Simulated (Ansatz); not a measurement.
The system is LaB6.

```xyz
7
Lattice="4.1570 0.0000 0.0000 0.0000 4.1570 0.0000 0.0000 0.0000 4.1570" Properties=species:S:1:pos:R:3 pbc="T T T"
La    0.0000    0.0000    0.0000
B     2.0785    2.0785    3.3360
B     2.0785    2.0785    0.8210
B     2.0785    3.3360    2.0785
B     3.3360    2.0785    2.0785
B     2.0785    0.8210    2.0785
B     0.8210    2.0785    2.0785
```

- Program: Ansatz 0.2.0
- Task: relaxation of cell and atoms
- Functional: PBEsol
- Potentials or basis: Ansatz PAW
- Cutoff: 420 eV (not typed: the program's choice for these potentials)
- k mesh: 7 × 7 × 7
- Occupations: fermi-dirac, width 0.05 eV
- Spin: no spin polarisation

At the start: volume 10.26 Å³/atom.

Where does the relaxation end?

It ends after 6 steps and the volume is 10.07 Å³/atom (-1.9 %); space group Pm-3m (No. 221, to 0.05 Å).

The path:
```tsv
step	energy change (eV)	largest force (eV/Å)	volume (Å³)
1	0.0000	0.6148	71.84
2	-0.0249	0.3841	70.98
3	-0.0343	0.0561	70.52
4	-0.0346	0.0052	70.45
5	-0.0345	0.0003	70.47
6	-0.0328	0.0009	70.47
```

Final structure:
```
La B
1.0
     4.13057    0.00000    0.00000
     0.00000    4.13057    0.00000
     0.00000    0.00000    4.13057
La B
1 6
Direct
  0.00000 0.00000 0.00000
  0.50000 0.50000 0.80039
  0.50000 0.50000 0.19961
  0.50000 0.80039 0.50000
  0.80039 0.50000 0.50000
  0.50000 0.19961 0.50000
  0.19961 0.50000 0.50000
```

Caveat: the plane-wave basis is chosen anew once the cell has moved, so the energies of steps on either side of that aren't comparable; the PAW data sets come from PBE, with cores solved anew for the run's functional, which leaves a small shift of forces and pressure.
